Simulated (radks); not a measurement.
**Ionisation energy and size from Hf²⁺ to Au²⁺**

Aim: how ionisation energy and size change along these elements, and how far this level of theory lands from NIST. Each species and its ion are run in their NIST ground configurations.

Program: radks (a radial shooting solver on a logarithmic mesh, Libxc functionals) version 1. Level of theory: scalar-relativistic Kohn-Sham, PBE, spin-polarised, spherical densities, finite nucleus; open shells are filled with parallel spins first. These are calculated values, not measurements, unless marked.

## 1. The system

```
species : Hf²⁺, Ta²⁺, W²⁺, Re²⁺, Os²⁺, Ir²⁺, Pt²⁺, Au²⁺
runs    : 16, each species and its next ion
```

## 2. Hf²⁺, [Xe] 4f14 5d2

Input:

```text
Z 72
configuration [Xe] 4f14 5d2
relativity scalar-relativistic
functional pbe,pbe
spin polarised
nucleus finite rms 5.347 fm
c 137.035999084
```

The run is started by

```
python run_ks.py task.json out
```

All runs below come from this command, one after another.

## 3. Hf³⁺, [Xe] 4f14 5d1

Settings, as their differences from step 2:

```diff
@@ -1,3 +1,3 @@
 Z 72
-configuration [Xe] 4f14 5d2
+configuration [Xe] 4f14 5d1
 relativity scalar-relativistic
```

## 4. Ta²⁺, [Xe] 4f14 5d3

Input:

```text
Z 73
configuration [Xe] 4f14 5d3
relativity scalar-relativistic
functional pbe,pbe
spin polarised
nucleus finite rms 5.3507 fm
c 137.035999084
```

## 5. Ta³⁺, [Xe] 4f14 5d2

Settings, as their differences from step 4:

```diff
@@ -1,3 +1,3 @@
 Z 73
-configuration [Xe] 4f14 5d3
+configuration [Xe] 4f14 5d2
 relativity scalar-relativistic
```

## 6. W²⁺, [Xe] 4f14 5d4

Input:

```text
Z 74
configuration [Xe] 4f14 5d4
relativity scalar-relativistic
functional pbe,pbe
spin polarised
nucleus finite rms 5.3658 fm
c 137.035999084
```

## 7. W³⁺, [Xe] 4f14 5d3

Settings, as their differences from step 6:

```diff
@@ -1,3 +1,3 @@
 Z 74
-configuration [Xe] 4f14 5d4
+configuration [Xe] 4f14 5d3
 relativity scalar-relativistic
```

## 8. Re²⁺, [Xe] 4f14 5d5

Input:

```text
Z 75
configuration [Xe] 4f14 5d5
relativity scalar-relativistic
functional pbe,pbe
spin polarised
nucleus finite rms 5.3698 fm
c 137.035999084
```

## 9. Re³⁺, [Xe] 4f14 5d4

Settings, as their differences from step 8:

```diff
@@ -1,3 +1,3 @@
 Z 75
-configuration [Xe] 4f14 5d5
+configuration [Xe] 4f14 5d4
 relativity scalar-relativistic
```

## 10. Os²⁺, [Xe] 4f14 5d6

Input:

```text
Z 76
configuration [Xe] 4f14 5d6
relativity scalar-relativistic
functional pbe,pbe
spin polarised
nucleus finite rms 5.4126 fm
c 137.035999084
```

## 11. Os³⁺, [Xe] 4f14 5d5

Settings, as their differences from step 10:

```diff
@@ -1,3 +1,3 @@
 Z 76
-configuration [Xe] 4f14 5d6
+configuration [Xe] 4f14 5d5
 relativity scalar-relativistic
```

## 12. Ir²⁺, [Xe] 4f14 5d7

Input:

```text
Z 77
configuration [Xe] 4f14 5d7
relativity scalar-relativistic
functional pbe,pbe
spin polarised
nucleus finite rms 5.4032 fm
c 137.035999084
```

## 13. Ir³⁺, [Xe] 4f14 5d6

Settings, as their differences from step 12:

```diff
@@ -1,3 +1,3 @@
 Z 77
-configuration [Xe] 4f14 5d7
+configuration [Xe] 4f14 5d6
 relativity scalar-relativistic
```

## 14. Pt²⁺, [Xe] 4f14 5d8

Input:

```text
Z 78
configuration [Xe] 4f14 5d8
relativity scalar-relativistic
functional pbe,pbe
spin polarised
nucleus finite rms 5.427 fm
c 137.035999084
```

## 15. Pt³⁺, [Xe] 4f14 5d7

Settings, as their differences from step 14:

```diff
@@ -1,3 +1,3 @@
 Z 78
-configuration [Xe] 4f14 5d8
+configuration [Xe] 4f14 5d7
 relativity scalar-relativistic
```

## 16. Au²⁺, [Xe] 4f14 5d9

Input:

```text
Z 79
configuration [Xe] 4f14 5d9
relativity scalar-relativistic
functional pbe,pbe
spin polarised
nucleus finite rms 5.4371 fm
c 137.035999084
```

## 17. Au³⁺, [Xe] 4f14 5d8

Settings, as their differences from step 16:

```diff
@@ -1,3 +1,3 @@
 Z 79
-configuration [Xe] 4f14 5d9
+configuration [Xe] 4f14 5d8
 relativity scalar-relativistic
```

Q: Predict the outcome of this session. Wanted: for each run, species; configuration; Δ-SCF; NIST; −ε(HOMO); its level; widest level; its <r>.

As calculated:

```
species  configuration  Δ-SCF (eV)         NIST (eV)  −ε(HOMO) (eV)  its level  widest level  its <r> (bohr)
   Hf²⁺  [Xe] 4f14 5d2      22.321    22.55 (theory)         17.332         5d            5d            2.10
   Ta²⁺  [Xe] 4f14 5d3      24.415       23 (theory)         19.180         5d            5d            1.97
    W²⁺  [Xe] 4f14 5d4      26.438  26.0 (semi-emp.)         20.959         5d            5d            1.86
   Re²⁺  [Xe] 4f14 5d5      28.400       27 (theory)         22.685         5d            5d            1.77
   Os²⁺  [Xe] 4f14 5d6      26.785       25 (theory)         21.220         5d            5d            1.72
   Ir²⁺  [Xe] 4f14 5d7      29.053       28 (theory)         23.221         5d            5d            1.63
   Pt²⁺  [Xe] 4f14 5d8      31.223       29 (theory)         25.136         5d            5d            1.56
   Au²⁺  [Xe] 4f14 5d9      33.315       30 (theory)         26.984         5d            5d            1.50
```

In words: Reference values: NIST Atomic Spectra Database (exp. measured, semi-emp. semi-empirical, theory a theoretical value adopted there). By these runs, which need not match the measured order, Au²⁺ holds its electron most tightly (33.315 eV) and Hf²⁺ least (22.321 eV); the widest outer orbital is the 5d of Hf²⁺. Open shells are spherical and high-spin; term and fine-structure splittings are not resolved. Spin-orbit splitting is averaged out at the scalar-relativistic level.
